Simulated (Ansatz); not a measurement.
# Ta2N: biaxial against axial strain

Aim: for Ta2N, map the energy over biaxial and axial strain.

Method: DFT r2SCAN, scalar-relativistic, plane waves, PAW, in Ansatz 0.2.0.

1 further run of the same task is left out (set aside as unsound or not needed). Runs told in other sessions of the task aren't counted.

## Step 1: Starting point

Symmetry: P-31m, No. 162, trigonal system. The conventional cell has a = 5.291 Å, b = 5.291 Å, c = 4.930 Å, α = 90.00°, β = 90.00°, γ = 120.00°. Ta (site symmetry m) is surrounded by 3 N at 2.14 to 2.16 Å. N (site symmetry 32) is surrounded by 6 Ta at 2.16 Å. Around N (site symmetry -3m) lie 6 Ta at 2.14 Å.

As a file:

```
Ta N
1.0
     5.29092    0.00000    0.00000
    -2.64546    4.58207    0.00000
     0.00000    0.00000    4.93032
Ta N
6 3
Direct
  0.66675 0.66675 0.75334
  0.00000 0.33325 0.75334
  0.33325 0.00000 0.75334
  0.33325 0.33325 0.24666
  0.00000 0.66675 0.24666
  0.66675 0.00000 0.24666
  0.66667 0.33333 0.50000
  0.33333 0.66667 0.50000
  0.00000 0.00000 0.00000
```

It goes back to an entry of the Materials Project, which need not be the stable form.

This cell was relaxed beforehand with the same method: volume 13.28 Å³/atom, gap on the mesh none (metal).

## Step 2: The reference cell

Reference values: F = -60829.6779 eV; pressure 0.01 GPa; largest force 0.004 eV/Å; gap on the mesh none (metal). It was computed beforehand with the settings of the runs below.

## Step 3: Next: biaxial against axial strain

The cell is strained by p along both x and y and by q along z, with fractional coordinates fixed.

## Step 4: p = -0.030, q = -0.030

The input, input.yaml:

```yaml
crystal:
  lattice:
    - [5.1321953984, 0.0, 0.0]
    - [-2.5660976992, 4.4446115922, 0.0]
    - [0.0, 0.0, 4.7824127893]
  atoms:
    - { symbol: Ta, position: [0.6667482989, 0.6667482989, 0.7533371952] }
    - { symbol: Ta, position: [0.0, 0.3332517011, 0.7533371952] }
    - { symbol: Ta, position: [0.3332517011, 0.0, 0.7533371952] }
    - { symbol: Ta, position: [0.3332517011, 0.3332517011, 0.2466628048] }
    - { symbol: Ta, position: [0.0, 0.6667482989, 0.2466628048] }
    - { symbol: Ta, position: [0.6667482989, 0.0, 0.2466628048] }
    - { symbol: "N", position: [0.6666666667, 0.3333333333, 0.5] }
    - { symbol: "N", position: [0.3333333333, 0.6666666667, 0.5] }
    - { symbol: "N", position: [0.0, 0.0, 0.0] }
basis:
  ecutwfc: 500
kpoints:
  mp_grid: { grid: [12, 12, 8] }
hamiltonian:
  xc: r2scan
scf:
  occupations: { method: gaussian, width: 0.15 }
output:
  forces: true
  stress: true
  eigenvalues: true
```

Launch:

```console
$ ansatz run input.yaml --threads 2 --pin off --max-ram 5120MiB --backend cpu --events-out ev --progress --plain --runs-dir out
```

Standard output (excerpt; [...] marks lines left out):

```text
Warning: RAYON_NUM_THREADS=2 ignored (pool sized by the plan → 2); use --threads N
[...]
Pseudopotentials: kind: paw
Pseudopotential: Ta, paw, valence charge 13, recommended cutoff 500 eV (meta_gga), Ta.paw.azcp
Pseudopotential: N, paw, valence charge 5, recommended cutoff 500 eV (meta_gga), N.paw.azcp
Functional definition: r2SCAN
[...]
Crystal: 9 atoms, lattice volume = 109.090 Å³
Basis set: ecut = 500 eV, 2777 PW (Γ), exchange–correlation on 160×160×144 points (64 copies of the dense FFT grid, shifted against one another)
Bands: 56, of which v1, the nominal top of the filled ones, is band 47 counted from 1 (46 counted from 0)
Symmetry: 12 space group operations
Space group: P-31m (ITA 162), of the structure as read, at distance tolerance 4.8e-5 Å
k-points: 131 of 1152
[...]
SCF iter   1: F=—  HF=-60828.325550 eV  |F-HF|=—  |Δ(HF+E_count)|=         —  Δρ=9.50e-3  dr2=6.15e-2  dr2_τ=6.45e-1  ethr=1.77e-3  ⟨swp⟩=6.5  Hψ=29419  notcnv=0
[...]
SCF iter   8: F=-60828.670162 eV  HF=-60828.670162 eV  |F-HF|=1.47e-8  |Δ(HF+E_count)|=   1.30e-7  Δρ=6.69e-6  dr2=4.47e-8  dr2_τ=3.27e-9  ethr=1.08e-10  ⟨swp⟩=10.1  Hψ=34349  notcnv=0
[...]
SCF converged after 8 iterations
Free energy (F): -60828.670162 eV
[...]
E sigma→0 (E₀):  -60828.656052 eV
Entropy (-TS):   -0.028220 eV (-3.136 meV/atom)
Fermi energy:    22.013540 eV
[...]
--- Forces (eV/Å), atoms counted from 1 ---
  atom   1  Ta    -0.02850978    -0.04938039     0.16064243
  atom   2  Ta    -0.02850978     0.04938039     0.16064243
  atom   3  Ta     0.05701957     0.00000000     0.16064243
  atom   4  Ta     0.02850978     0.04938039    -0.16064243
  atom   5  Ta     0.02850978    -0.04938039    -0.16064243
  atom   6  Ta    -0.05701957    -0.00000000    -0.16064243
  atom   7  N     -0.00000000     0.00000000     0.00000000
  atom   8  N      0.00000000    -0.00000000     0.00000000
[...]
--- Stress (GPa, compression-positive) ---
       33.135852       0.000000       0.000000
        0.000000      33.135852      -0.000000
        0.000000       0.000000      34.113872
  P = ⅓ Tr σ = 33.4619 GPa (334.619 kbar)
--- Band table (eV; the first three rows and the last of 131) ---
[...]
```

Run time: 57 s. Hardware: 2 threads of Arm Neoverse V1, shared host; peak memory 1.1 GiB.

## Step 5: p = -0.030, q = 0.000

Edit input.yaml of step 4 so:

```diff
@@ -4,3 +4,3 @@
     - [-2.5660976992, 4.4446115922, 0.0]
-    - [0.0, 0.0, 4.7824127893]
+    - [0.0, 0.0, 4.9303224632]
   atoms:
```

Launch:

```console
$ ansatz run input.yaml --threads 2 --pin off --max-ram 5120MiB --backend cpu --events-out ev --progress --plain --runs-dir out
```

Standard output (excerpt; [...] marks lines left out):

```text
[...]
SCF converged after 8 iterations
Free energy (F): -60829.180548 eV
[...]
E sigma→0 (E₀):  -60829.164620 eV
Entropy (-TS):   -0.031855 eV (-3.539 meV/atom)
Fermi energy:    21.270870 eV
[...]
--- Forces (eV/Å), atoms counted from 1 ---
  atom   1  Ta    -0.05502008    -0.09529757     0.13694897
  atom   2  Ta    -0.05502008     0.09529757     0.13694897
  atom   3  Ta     0.11004015     0.00000000     0.13694897
  atom   4  Ta     0.05502008     0.09529757    -0.13694897
  atom   5  Ta     0.05502008    -0.09529757    -0.13694897
  atom   6  Ta    -0.11004015    -0.00000000    -0.13694897
  atom   7  N     -0.00000000     0.00000000     0.00000000
  atom   8  N      0.00000000    -0.00000000     0.00000000
[...]
--- Stress (GPa, compression-positive) ---
       23.745859       0.000000       0.000000
        0.000000      23.745859      -0.000000
        0.000000       0.000000      14.981559
  P = ⅓ Tr σ = 20.8244 GPa (208.244 kbar)
--- Band table (eV; the first three rows and the last of 131) ---
[...]
```

It took 54 s on 2 threads of Arm Neoverse V1, shared host; peak memory 1.1 GiB.

## Step 6: At p = -0.030, q = 0.030

Edit input.yaml of step 5 so:

```diff
@@ -4,3 +4,3 @@
     - [-2.5660976992, 4.4446115922, 0.0]
-    - [0.0, 0.0, 4.9303224632]
+    - [0.0, 0.0, 5.0782321371]
   atoms:
```

Launch:

```console
$ ansatz run input.yaml --threads 2 --pin off --max-ram 5120MiB --backend cpu --events-out ev --progress --plain --runs-dir out
```

Standard output (excerpt; [...] marks lines left out):

```text
[...]
SCF converged after 8 iterations
Free energy (F): -60829.323804 eV
[...]
E sigma→0 (E₀):  -60829.306716 eV
Entropy (-TS):   -0.034175 eV (-3.797 meV/atom)
Fermi energy:    20.583872 eV
[...]
--- Forces (eV/Å), atoms counted from 1 ---
  atom   1  Ta    -0.07384339    -0.12790051     0.08191311
  atom   2  Ta    -0.07384339     0.12790051     0.08191311
  atom   3  Ta     0.14768678     0.00000000     0.08191311
  atom   4  Ta     0.07384339     0.12790051    -0.08191311
  atom   5  Ta     0.07384339    -0.12790051    -0.08191311
  atom   6  Ta    -0.14768678    -0.00000000    -0.08191311
  atom   7  N      0.00000000     0.00000000     0.00000000
  atom   8  N     -0.00000000    -0.00000000     0.00000000
[...]
--- Stress (GPa, compression-positive) ---
       15.723779      -0.000000       0.000000
        0.000000      15.723779      -0.000000
        0.000000      -0.000000      -0.878138
  P = ⅓ Tr σ = 10.1898 GPa (101.898 kbar)
--- Band table (eV; the first three rows and the last of 131) ---
[...]
```

Run time: 58 s. Hardware: 2 threads of Arm Neoverse V1, shared host; peak memory 1.1 GiB.

## Step 7: Point p = 0.000, q = -0.030

Edit input.yaml of step 6 so:

```diff
@@ -2,5 +2,5 @@
   lattice:
-    - [5.1321953984, 0.0, 0.0]
-    - [-2.5660976992, 4.4446115922, 0.0]
-    - [0.0, 0.0, 5.0782321371]
+    - [5.2909230912, 0.0, 0.0]
+    - [-2.6454615456, 4.5820738064, 0.0]
+    - [0.0, 0.0, 4.7824127893]
   atoms:
```

Launch:

```console
$ ansatz run input.yaml --threads 2 --pin off --max-ram 5120MiB --backend cpu --events-out ev --progress --plain --runs-dir out
```

Standard output (excerpt; [...] marks lines left out):

```text
[...]
SCF converged after 8 iterations
Free energy (F): -60829.496296 eV
[...]
E sigma→0 (E₀):  -60829.481738 eV
Entropy (-TS):   -0.029115 eV (-3.235 meV/atom)
Fermi energy:    20.640905 eV
[...]
--- Forces (eV/Å), atoms counted from 1 ---
  atom   1  Ta     0.01943060     0.03365478     0.00506280
  atom   2  Ta     0.01943060    -0.03365478     0.00506280
  atom   3  Ta    -0.03886119    -0.00000000     0.00506280
  atom   4  Ta    -0.01943060    -0.03365478    -0.00506280
  atom   5  Ta    -0.01943060     0.03365478    -0.00506280
  atom   6  Ta     0.03886119     0.00000000    -0.00506280
  atom   7  N      0.00000000    -0.00000000    -0.00000000
  atom   8  N      0.00000000     0.00000000     0.00000000
[...]
--- Stress (GPa, compression-positive) ---
        6.793197      -0.000000      -0.000000
       -0.000000       6.793197      -0.000000
       -0.000000      -0.000000      16.753903
  P = ⅓ Tr σ = 10.1134 GPa (101.134 kbar)
--- Band table (eV; the first three rows and the last of 131) ---
[...]
```

It took 55 s on 2 threads of Arm Neoverse V1, shared host; peak memory 1.1 GiB.

## Step 8: Point p = 0.000, q = 0.030

Edit input.yaml of step 7 so:

```diff
@@ -4,3 +4,3 @@
     - [-2.6454615456, 4.5820738064, 0.0]
-    - [0.0, 0.0, 4.7824127893]
+    - [0.0, 0.0, 5.0782321371]
   atoms:
```

Launch:

```console
$ ansatz run input.yaml --threads 2 --pin off --max-ram 5120MiB --backend cpu --events-out ev --progress --plain --runs-dir out
```

Standard output (excerpt; [...] marks lines left out):

```text
Warning: RAYON_NUM_THREADS=2 ignored (pool sized by the plan → 2); use --threads N
[...]
[... 4 set-up lines as earlier in the session ...]
[...]
Crystal: 9 atoms, lattice volume = 123.114 Å³
Basis set: ecut = 500 eV, 3127 PW (Γ), exchange–correlation on 160×160×160 points (64 copies of the dense FFT grid, shifted against one another)
Bands: 56, of which v1, the nominal top of the filled ones, is band 47 counted from 1 (46 counted from 0)
[... 1 set-up line as earlier in the session ...]
Space group: P-31m (ITA 162), of the structure as read, at distance tolerance 5.0e-5 Å
k-points: 131 of 1152
[...]
SCF converged after 8 iterations
Free energy (F): -60829.521643 eV
[...]
E sigma→0 (E₀):  -60829.504305 eV
Entropy (-TS):   -0.034676 eV (-3.853 meV/atom)
Fermi energy:    19.270499 eV
[...]
--- Forces (eV/Å), atoms counted from 1 ---
  atom   1  Ta    -0.02110166    -0.03654915    -0.02862932
  atom   2  Ta    -0.02110166     0.03654915    -0.02862932
  atom   3  Ta     0.04220332    -0.00000000    -0.02862932
  atom   4  Ta     0.02110166     0.03654915     0.02862932
  atom   5  Ta     0.02110166    -0.03654915     0.02862932
  atom   6  Ta    -0.04220332     0.00000000     0.02862932
  atom   7  N      0.00000000     0.00000000    -0.00000000
  atom   8  N      0.00000000    -0.00000000     0.00000000
[...]
--- Stress (GPa, compression-positive) ---
       -5.859607      -0.000000      -0.000000
        0.000000      -5.859607       0.000000
       -0.000000       0.000000     -13.507653
  P = ⅓ Tr σ = -8.4090 GPa (-84.090 kbar)
--- Band table (eV; the first three rows and the last of 131) ---
[...]
```

Run time: 62 s. Hardware: 2 threads of Arm Neoverse V1, shared host; peak memory 1.1 GiB.

## Step 9: Point p = 0.030, q = -0.030

Edit input.yaml of step 8 so:

```diff
@@ -2,5 +2,5 @@
   lattice:
-    - [5.2909230912, 0.0, 0.0]
-    - [-2.6454615456, 4.5820738064, 0.0]
-    - [0.0, 0.0, 5.0782321371]
+    - [5.4496507839, 0.0, 0.0]
+    - [-2.724825392, 4.7195360206, 0.0]
+    - [0.0, 0.0, 4.7824127893]
   atoms:
@@ -27 +27,5 @@
   eigenvalues: true
+  write_density: true
+  write_potential: true
+  elf: true
+  volumetric_format: npy
```

Launch:

```console
$ ansatz run input.yaml --threads 2 --pin off --max-ram 5120MiB --backend cpu --events-out ev --progress --plain --runs-dir out
```

Standard output (excerpt; [...] marks lines left out):

```text
Warning: RAYON_NUM_THREADS=2 ignored (pool sized by the plan → 2); use --threads N
[...]
[... 4 set-up lines as earlier in the session ...]
[...]
Crystal: 9 atoms, lattice volume = 123.003 Å³
Basis set: ecut = 500 eV, 3113 PW (Γ), exchange–correlation on 160×160×144 points (64 copies of the dense FFT grid, shifted against one another)
Bands: 56, of which v1, the nominal top of the filled ones, is band 47 counted from 1 (46 counted from 0)
[... 2 set-up lines as earlier in the session ...]
k-points: 131 of 1152
[...]
SCF converged after 8 iterations
Free energy (F): -60829.332470 eV
[...]
E sigma→0 (E₀):  -60829.316095 eV
Entropy (-TS):   -0.032750 eV (-3.639 meV/atom)
Fermi energy:    19.338074 eV
[...]
--- Forces (eV/Å), atoms counted from 1 ---
  atom   1  Ta     0.04591061     0.07951951    -0.10100515
  atom   2  Ta     0.04591061    -0.07951951    -0.10100515
  atom   3  Ta    -0.09182122    -0.00000000    -0.10100515
  atom   4  Ta    -0.04591061    -0.07951951     0.10100515
  atom   5  Ta    -0.04591061     0.07951951     0.10100515
  atom   6  Ta     0.09182122     0.00000000     0.10100515
  atom   7  N     -0.00000000    -0.00000000     0.00000000
  atom   8  N      0.00000000     0.00000000    -0.00000000
[...]
--- Stress (GPa, compression-positive) ---
      -13.158713      -0.000000       0.000000
       -0.000000     -13.158713       0.000000
        0.000000       0.000000       4.011385
  P = ⅓ Tr σ = -7.4353 GPa (-74.353 kbar)
--- Band table (eV; the first three rows and the last of 131) ---
[...]
```

Wall time 76 s (2 threads of Arm Neoverse V1, shared host); peak memory 1.1 GiB.

Density in a lattice plane of the grid's cell (edges 5.45 and 4.78 Å, at 0.000 of the third edge), which holds Ta and N.

Ten even steps from '0' (0.14 e/Å³) to '9' (4.53 e/Å³):
```
764210112110000000000246
432111356531000000000123
111013799973100000000001
000015997995100000000000
000015998995100000000000
000013799973000000000000
000001355531000000000000
000000011100000000000000
000000000000000000000000
000000000000000111000000
000000000000013555310000
000000000000037999731000
000000000000159989951000
000000000000159979951000
110000000000137999731011
432100000000013565311123
764200000000001121101246
775210000000000000001257
```
Columns run along the first of these edges and rows up along the second, over one cell in 24 and 18 even steps from the bottom left corner. Atoms in the plane (fractional): Ta at (0.33, 0.75), Ta at (0.67, 0.25), N at (0.00, 0.00).

ELF in the same plane.

Ten even steps from '0' (0.00) to '9' (0.78):
```
469952245433356654347996
999733688874347886446899
997337986797436886433589
653248841388535776533346
332158841488423677643323
222137987897213567765432
333224788863112457776543
444433344321112345677654
445555432111111123455554
445677654321112344333444
334567775421136888742233
223456776531279878973122
332334677632488414885123
664333567753588314884235
998533468863479768973379
999864468874347888633799
469974345665333454225996
038974222334543322247983
```
Columns run along the first of these edges and rows up along the second, over one cell in 24 and 18 even steps from the bottom left corner. Atoms in the plane (fractional): Ta at (0.33, 0.75), Ta at (0.67, 0.25), N at (0.00, 0.00).

Both are smooth fields of the valence electrons: close to the nuclei they are not physical.

Maxima of ELF outside the ion cores: 0.81 in the shell around N, 0.6 Å from N; 0.69 between the atoms, 1.8 Å from Ta.

## Step 10: p = 0.030, q = 0.000

Edit input.yaml of step 9 so:

```diff
@@ -4,3 +4,3 @@
     - [-2.724825392, 4.7195360206, 0.0]
-    - [0.0, 0.0, 4.7824127893]
+    - [0.0, 0.0, 4.9303224632]
   atoms:
@@ -27,5 +27 @@
   eigenvalues: true
-  write_density: true
-  write_potential: true
-  elf: true
-  volumetric_format: npy
```

Launch:

```console
$ ansatz run input.yaml --threads 2 --pin off --max-ram 5120MiB --backend cpu --events-out ev --progress --plain --runs-dir out
```

Standard output (excerpt; [...] marks lines left out):

```text
[...]
SCF converged after 8 iterations
Free energy (F): -60829.248596 eV
[...]
E sigma→0 (E₀):  -60829.232700 eV
Entropy (-TS):   -0.031794 eV (-3.533 meV/atom)
Fermi energy:    18.701845 eV
[...]
--- Forces (eV/Å), atoms counted from 1 ---
  atom   1  Ta     0.03937760     0.06820400    -0.09472078
  atom   2  Ta     0.03937760    -0.06820400    -0.09472078
  atom   3  Ta    -0.07875520    -0.00000000    -0.09472078
  atom   4  Ta    -0.03937760    -0.06820400     0.09472078
  atom   5  Ta    -0.03937760     0.06820400     0.09472078
  atom   6  Ta     0.07875520     0.00000000     0.09472078
  atom   7  N     -0.00000000    -0.00000000    -0.00000000
  atom   8  N      0.00000000     0.00000000     0.00000000
[...]
--- Stress (GPa, compression-positive) ---
      -17.948002       0.000000      -0.000000
        0.000000     -17.948002      -0.000000
       -0.000000      -0.000000     -10.623970
  P = ⅓ Tr σ = -15.5067 GPa (-155.067 kbar)
--- Band table (eV; the first three rows and the last of 131) ---
[...]
```

Run time: 61 s. Hardware: 2 threads of Arm Neoverse V1, shared host; peak memory 1.1 GiB.

## Step 11: Point p = 0.030, q = 0.030

Edit input.yaml of step 10 so:

```diff
@@ -4,3 +4,3 @@
     - [-2.724825392, 4.7195360206, 0.0]
-    - [0.0, 0.0, 4.9303224632]
+    - [0.0, 0.0, 5.0782321371]
   atoms:
```

Launch:

```console
$ ansatz run input.yaml --threads 2 --pin off --max-ram 5120MiB --backend cpu --events-out ev --progress --plain --runs-dir out
```

Standard output (excerpt; [...] marks lines left out):

```text
Warning: RAYON_NUM_THREADS=2 ignored (pool sized by the plan → 2); use --threads N
[...]
[... 4 set-up lines as earlier in the session ...]
[...]
Crystal: 9 atoms, lattice volume = 130.611 Å³
Basis set: ecut = 500 eV, 3307 PW (Γ), exchange–correlation on 160×160×160 points (64 copies of the dense FFT grid, shifted against one another)
Bands: 56, of which v1, the nominal top of the filled ones, is band 47 counted from 1 (46 counted from 0)
[... 1 set-up line as earlier in the session ...]
Space group: P-31m (ITA 162), of the structure as read, at distance tolerance 5.1e-5 Å
k-points: 131 of 1152
[...]
SCF converged after 9 iterations
Free energy (F): -60828.849775 eV
[...]
E sigma→0 (E₀):  -60828.832528 eV
Entropy (-TS):   -0.034494 eV (-3.833 meV/atom)
Fermi energy:    18.072717 eV
[...]
--- Forces (eV/Å), atoms counted from 1 ---
  atom   1  Ta     0.02349421     0.04069316    -0.11005927
  atom   2  Ta     0.02349421    -0.04069316    -0.11005927
  atom   3  Ta    -0.04698842    -0.00000000    -0.11005927
  atom   4  Ta    -0.02349421    -0.04069316     0.11005927
  atom   5  Ta    -0.02349421     0.04069316     0.11005927
  atom   6  Ta     0.04698842     0.00000000     0.11005927
  atom   7  N      0.00000000    -0.00000000    -0.00000000
  atom   8  N     -0.00000000     0.00000000     0.00000000
[...]
--- Stress (GPa, compression-positive) ---
      -21.975866       0.000000       0.000000
       -0.000000     -21.975866       0.000000
        0.000000       0.000000     -22.515173
  P = ⅓ Tr σ = -22.1556 GPa (-221.556 kbar)
--- Band table (eV; the first three rows and the last of 131) ---
[...]
```

Run time: 67 s. Hardware: 2 threads of Arm Neoverse V1, shared host; peak memory 1.2 GiB.

## Step 12: The scan collected

Energy above the undisturbed cell in meV/atom; points alike by symmetry are filled in, and a dash was not computed:

| p \ q | -0.030 | -0.015 | 0.000 | 0.015 | 0.030 |
| --- | --- | --- | --- | --- | --- |
| -0.030 | 112.0 | – | 55.3 | – | 39.3 |
| -0.015 | – | – | – | – | – |
| 0.000 | 20.2 | – | 0.0 | – | 17.4 |
| 0.015 | – | – | – | – | – |
| 0.030 | 38.4 | – | 47.7 | – | 92.0 |

Pressure in GPa:

| p \ q | -0.030 | -0.015 | 0.000 | 0.015 | 0.030 |
| --- | --- | --- | --- | --- | --- |
| -0.030 | 33.5 | – | 20.8 | – | 10.2 |
| -0.015 | – | – | – | – | – |
| 0.000 | 10.1 | – | 0.0 | – | -8.4 |
| 0.015 | – | – | – | – | – |
| 0.030 | -7.4 | – | -15.5 | – | -22.2 |

## Step 13: Outcome

| quantity | value |
| --- | --- |
| highest point | 112.0 meV/atom at (p, q) = (-0.030, -0.030) |
| lowest point away from the origin | 17.4 meV/atom at (0.000, 0.030) |

What this shows: The undisturbed cell is the lowest computed point. At |p| = |q| = 0.030, points where p and q have the same sign cost 102.0 meV/atom on average, those of opposite sign 38.9: stretching in the plane is cheaper with a contraction along z. The runs treat Ta without spin-orbit coupling. Spin polarisation is off in the runs that give these values; a magnetic solution could lie lower.
